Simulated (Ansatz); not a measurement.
# B2PLYP/def2-SVPD (core potential) run of InPH4O (SMILES O[PH][InH2])

Aim: the electronic atomisation energy of InPH4O at B2PLYP/def2-SVPD (core potential), from 5 runs. 

Program for the calculation: Ansatz 0.2.0.

53 further runs of the same task are left out: 53 set aside as unsound or not needed. Runs told in other sessions of the task aren't counted.

## Step 1: The molecule

InPH4O: 7 atoms, total charge 0, spin state singlet. SMILES: `O[PH][InH2]`. The shape is that of a PBE0-D4/def2-TZVP optimisation. This is one conformer, not always the lowest.

Bond lengths: O1–P2 1.670 Å, P2–In3 2.503 Å, O1–H4 0.960 Å, P2–H5 1.430 Å, In3–H6 1.723 Å, In3–H7 1.728 Å. Angles: O1–P2–In3 100.9°, O1–P2–H5 100.1°, In3–P2–H5 92.3°, P2–O1–H4 109.0°, P2–In3–H6 120.5°, P2–In3–H7 117.4°, H6–In3–H7 122.0°.

## Step 2: A single-point energy at B2PLYP/def2-SVPD (core potential)

The input, job.yaml:

```yaml
basis:
  gaussian: {orbitals: def2-SVPD}
crystal:
  periodic: [false, false, false]
  atoms:
    - {symbol: O, position_ang: [-1.844500, 0.146900, 0.079200]}
    - {symbol: P, position_ang: [-0.622800, -0.370000, -0.935500]}
    - {symbol: In, position_ang: [1.396900, 0.365900, 0.345900]}
    - {symbol: H, position_ang: [-2.634300, 0.311800, -0.441900]}
    - {symbol: H, position_ang: [-0.483700, -1.722100, -0.492200]}
    - {symbol: H, position_ang: [1.278200, 1.623200, 1.518000]}
    - {symbol: H, position_ang: [2.910100, -0.355700, -0.073500]}
hamiltonian: {xc: {name: B2PLYP}}
correlation: {frozen_orbitals: {H: 0, In: 4, O: 1, P: 5}}
accuracy: high
output: {orbitals: {seedname: orbitals}}
```

Started as:

```
$ ansatz run job.yaml --threads 1 --pin off --max-ram 3480MiB --events-out events.jsonl --progress --plain --runs-dir runs
```

Log:

```text
Warning: RAYON_NUM_THREADS=1 ignored (pool sized by the plan → 1); use --threads N
Functional definition: B2PLYP
  name "B2PLYP"
  parameter a = 0.53
  parameter c = 0.27
  exchange = (1 - a)*b88_x + a*exact_x
  correlation = (1 - c)*lyp_c + c*(mp2_os + mp2_ss)
2372 factors; integrals over basis functions are off by at most 3.2e-9 eV
mean field evaluation 1: about -16550.0227 eV, gradient 4.0e1 eV
mean field evaluation 2: about -16550.1933 eV, gradient 4.0e1 eV
mean field evaluation 4: about -16553.0951 eV, gradient 2.9e0 eV
mean field evaluation 8: about -16553.1250 eV, gradient 1.6e-1 eV
mean field evaluation 16: about -16553.1251 eV, gradient 1.6e-4 eV
mean field -16553.12510782 eV, -608.3161276013 hartree, gradient 5.4e-8 eV, S^2 0.000000; 0 other end points of the search recorded, 0 dependent functions left out
10 core orbitals not correlated: weight in the atoms' cores, before any rotation towards them, 1.000 or more for the frozen orbitals, at most 0.000 for the correlated occupied ones
reference -16553.12513461 eV, -608.3161285858 hartree; 14, 14 occupied and 87, 87 virtual orbitals, 2372 factors
second order -14.38824922 eV of doubles, -0.00000000 eV of singles
Total energy: -16557.00996190 eV, -608.4588933555 hartree
```

Wall time 20 s (1 thread of Arm Neoverse V1, shared host); peak memory 0.42 GiB.

## Step 3: The H atom

The input, in.yaml:

```yaml
basis:
  gaussian:
    orbitals: def2-SVPD
crystal:
  periodic: [false, false, false]
  atoms:
    - {symbol: H, position_ang: [0.000000, 0.000000, 0.000000]}
magnetization:
  spin_polarized: true
  initial_magnetization: 1
hamiltonian:
  xc: {name: B2PLYP}
correlation:
  frozen_orbitals: {H: 0}
accuracy: high
```

Started as:

```
$ ansatz run in.yaml --threads 1 --pin off --max-ram 3480MiB --events-out events.jsonl --progress --plain --runs-dir runs
```

Log:

```text
Warning: RAYON_NUM_THREADS=1 ignored (pool sized by the plan → 1); use --threads N
Functional definition: B2PLYP
  name "B2PLYP"
  parameter a = 0.53
  parameter c = 0.27
  exchange = (1 - a)*b88_x + a*exact_x
  correlation = (1 - c)*lyp_c + c*(mp2_os + mp2_ss)
33 factors; integrals over basis functions are off by at most 2.1e-9 eV
mean field evaluation 1: about -13.5391 eV, gradient 8.8e-1 eV
mean field evaluation 2: about -13.5391 eV, gradient 8.8e-1 eV
mean field evaluation 4: about -13.5492 eV, gradient 3.4e-5 eV
mean field evaluation 8: about -13.5492 eV, gradient 3.3e-11 eV
mean field -13.54924563 eV, -0.4979255927 hartree, gradient 3.3e-11 eV, S^2 0.750000; 0 other end points of the search recorded, 0 dependent functions left out
reference -13.54925786 eV, -0.4979260423 hartree; 1, 0 occupied and 7, 8 virtual orbitals, 33 factors
second order 0.00000000 eV of doubles, -0.00000000 eV of singles
Total energy: -13.54925786 eV, -0.4979260423 hartree
```

Wall time 0.14 s (1 thread of Arm Neoverse V1, shared host).

## Step 4: The In atom

The input, job.yaml:

```yaml
crystal:
  periodic: [false, false, false]
  atoms:
    - {symbol: In, position_ang: [0.000000, 0.000000, 0.000000]}
basis:
  gaussian: {orbitals: def2-SVPD}
magnetization: {spin_polarized: true, initial_magnetization: 1}
hamiltonian: {xc: {name: B2PLYP}}
correlation: {frozen_orbitals: {In: 4}}
accuracy: high
```

Started as:

```
$ ansatz run job.yaml --threads 1 --pin off --max-ram 3480MiB --events-out events.jsonl --progress --plain --runs-dir runs
```

Log:

```text
Warning: RAYON_NUM_THREADS=1 ignored (pool sized by the plan → 1); use --threads N
Functional definition: B2PLYP
  name "B2PLYP"
  parameter a = 0.53
  parameter c = 0.27
  exchange = (1 - a)*b88_x + a*exact_x
  correlation = (1 - c)*lyp_c + c*(mp2_os + mp2_ss)
297 factors; integrals over basis functions are off by at most 1.1e-9 eV
mean field evaluation 1: about -5165.1826 eV, gradient 1.7e0 eV
mean field evaluation 2: about -5165.1844 eV, gradient 1.7e0 eV
mean field evaluation 4: about -5165.2346 eV, gradient 6.7e-2 eV
mean field evaluation 8: about -5165.2346 eV, gradient 1.8e-3 eV
mean field evaluation 16: about -5165.2346 eV, gradient 1.5e-7 eV
mean field -5165.23458990 eV, -189.8188700571 hartree, gradient 1.1e-8 eV, S^2 0.754628; 0 other end points of the search recorded, 0 dependent functions left out
4 core orbitals not correlated: weight in the atoms' cores, before any rotation towards them, 1.000 or more for the frozen orbitals, at most 0.000 for the correlated occupied ones
reference -5165.23460386 eV, -189.8188705699 hartree; 7, 6 occupied and 21, 22 virtual orbitals, 297 factors
second order -1.83302703 eV of doubles, -0.00000000 eV of singles
Total energy: -5165.72952115 eV, -189.8370584451 hartree
```

Wall time 2.1 s (1 thread of Arm Neoverse V1, shared host); peak memory 0.11 GiB.

## Step 5: The O atom

The input, in.yaml:

```yaml
crystal:
  periodic: [false, false, false]
  atoms:
    - {symbol: O, position_ang: [0.000000, 0.000000, 0.000000]}
basis:
  gaussian: {orbitals: def2-SVPD}
magnetization: {spin_polarized: true, initial_magnetization: 2}
hamiltonian: {xc: {name: B2PLYP}}
correlation: {frozen_orbitals: {O: 1}}
accuracy: high
```

Run the same way, it converges to -74.95314 Eh (log not shown).

## Step 6: The P atom

The input, run.yaml:

```yaml
crystal:
  periodic: [false, false, false]
  atoms:
    - {symbol: P, position_ang: [0.000000, 0.000000, 0.000000]}
basis:
  gaussian:
    orbitals: def2-SVPD
magnetization:
  spin_polarized: true
  initial_magnetization: 3
hamiltonian:
  xc: {name: B2PLYP}
correlation:
  frozen_orbitals: {P: 5}
accuracy: high
```

Run the same way, it converges to -341.02615 Eh (log not shown).

## Step 7: What came out

At B2PLYP/def2-SVPD (core potential), 10 core orbitals frozen:

```
                                     quantity          value
                       molecule: total energy  -608.45889 Eh
  molecule: HOMO energy (SCF part's orbitals)       -7.40 eV
  molecule: LUMO energy (SCF part's orbitals)       -0.90 eV
molecule: HOMO–LUMO gap (SCF part's orbitals)        6.50 eV
                         H atom: total energy    -0.49793 Eh
                                 H atom: ⟨S²⟩          0.750
                        In atom: total energy  -189.83706 Eh
                                In atom: ⟨S²⟩          0.755
                         O atom: total energy   -74.95314 Eh
                                 O atom: ⟨S²⟩          2.005
                         P atom: total energy  -341.02615 Eh
                                 P atom: ⟨S²⟩          3.751
                electronic atomisation energy      17.710 eV
```

What this shows: Taking the molecule apart into free atoms costs 17.71 eV (1709 kJ/mol), before zero-point energy and without spin-orbit coupling.
